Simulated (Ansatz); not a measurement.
**Ga4SbP3: the cell at several levels of theory**

Cell and atoms of Ga4SbP3 as one 8-atom ordering (P-43m) on the zincblende lattice are relaxed in turn with PBE and r2SCAN. This is a trial cell built on a prototype, not taken from a measured structure, and it needn't be the compound's ground state.

The runs shown are made with Ansatz 0.2.0. PAW datasets, plane waves, zero pressure. The structure was generated, not taken from experiment, and needn't be the ground state; spin polarisation is off.

## 1. The structure to begin with

This is the cell as the run starts from it, not yet at rest; its lengths are not the crystal's.

The symmetry is P-43m (No. 215, cubic); conventional cell a = 5.402 Å, 19.70 Å³ an atom. Around P lie 4 Ga at 2.34 Å; around Ga lie 1 Sb at 2.34 Å and 3 P at 2.34 Å; around Sb lie 4 Ga at 2.34 Å.

The structure in full:

```cif
data_structure
_symmetry_space_group_name_H-M 'P 1'
_symmetry_Int_Tables_number 1
_cell_length_a 5.4016
_cell_length_b 5.4016
_cell_length_c 5.4016
_cell_angle_alpha 90.000
_cell_angle_beta 90.000
_cell_angle_gamma 90.000
_cell_volume 157.60
loop_
_atom_site_label
_atom_site_type_symbol
_atom_site_fract_x
_atom_site_fract_y
_atom_site_fract_z
_atom_site_occupancy
P1 P 0.50000 0.00000 0.00000 1
Ga1 Ga 0.25000 0.75000 0.75000 1
P2 P 0.00000 0.50000 0.00000 1
Ga2 Ga 0.75000 0.25000 0.75000 1
P3 P 0.00000 0.00000 0.50000 1
Ga3 Ga 0.75000 0.75000 0.25000 1
Sb1 Sb 0.50000 0.50000 0.50000 1
Ga4 Ga 0.25000 0.25000 0.25000 1
```

## 2. Relaxing with PBE

File input.yaml:

```yaml
crystal:
  lattice:
    - [5.4015736485, 0.0, 0.0]
    - [0.0, 5.4015736485, 0.0]
    - [0.0, 0.0, 5.4015736485]
  atoms:
    - { symbol: P, position: [0.5, 0.0, 0.0] }
    - { symbol: Ga, position: [0.25, 0.75, 0.75] }
    - { symbol: P, position: [0.0, 0.5, 0.0] }
    - { symbol: Ga, position: [0.75, 0.25, 0.75] }
    - { symbol: P, position: [0.0, 0.0, 0.5] }
    - { symbol: Ga, position: [0.75, 0.75, 0.25] }
    - { symbol: Sb, position: [0.5, 0.5, 0.5] }
    - { symbol: Ga, position: [0.25, 0.25, 0.25] }
kpoints:
  mp_grid: { grid: [4, 4, 4] }
hamiltonian:
  xc: pbe
scf:
  occupations: { method: fermi_dirac, width: 0.02 }
relax:
  f_tol: 0.005
  cell: {}
```

Started as:

```sh
> ansatz run input.yaml --threads 2 --pin off --max-ram 29491MiB --backend cpu --events-out ev --progress --plain --runs-dir out
```

After this run come: r2SCAN: cell and atoms.

What does the calculation give? Wanted: for each run, a; volume; space group; SCF geometries.

The runs gave:

```
 level  a (Å)  volume (Å³/atom)  space group  SCF geometries
   PBE  5.683            22.945        P-43m               5
r2SCAN  5.624            22.231        P-43m               5
```

The first relaxation changed the volume by +16.5 % from the start. r2SCAN gives the smallest cell and PBE the largest; they differ by 3.2 % in volume, a mean of 1.1 % in length.
